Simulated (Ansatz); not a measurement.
# SbAs: the cost of one run

Method: DFT r2SCAN, scalar-relativistic, plane waves, PAW, in Ansatz 0.2.0.

4 further runs of the same task are left out: 4 set aside as unsound or not needed.

## 1. The starting structure

It takes space group F-43m (No. 216, cubic). Conventional cell: a = 6.107 Å, b = 6.107 Å, c = 6.107 Å, α = 90.00°, β = 90.00°, γ = 90.00°. Around In (site symmetry -43m) lie 4 As at 2.64 Å. As (site symmetry -43m) has 4 In at 2.64 Å as nearest neighbours.

Structure file:

```
In As
1.0
     0.00000    3.05356    3.05356
     3.05356    0.00000    3.05356
     3.05356    3.05356    0.00000
In As
1 1
Cartesian
  4.5803 4.5803 4.5803
  0.0000 0.0000 0.0000
```

It goes back to an entry of the Materials Project.

This cell was relaxed beforehand with the same method: volume 28.47 Å³/atom, gap on the mesh 0.09 eV.

## 2. In → Sb: the starting cell

SbAs starts from the relaxed positions of InAs, with all lengths scaled by 0.992, a guess from tabulated radii.

## 3. Probe: one point at the start (SbAs)

input.yaml

```yaml
crystal:
  lattice:
    - [0.0, 3.0299743737, 3.0299743737]
    - [3.0299743737, 0.0, 3.0299743737]
    - [3.0299743737, 3.0299743737, 0.0]
  atoms:
    - { symbol: Sb, position: [0.75, 0.75, 0.75] }
    - { symbol: As, position: [0.0, 0.0, 0.0] }
basis:
  ecutwfc: 500
kpoints:
  mp_grid: { grid: [6, 6, 6] }
hamiltonian:
  xc: r2scan
scf:
  occupations: { method: gaussian, width: 0.1 }
output:
  forces: true
  stress: true
  eigenvalues: true
```

On the command line:

```
> ansatz run input.yaml --threads 1 --pin off --max-ram 2560MiB --backend cpu --events-out ev --progress --plain --runs-dir out
```

Q: Estimate wall time and peak memory on 1 thread of AMD EPYC 9R45 (Zen 5), shared host.

About 1.9 s, with a peak of 0.51 GiB.
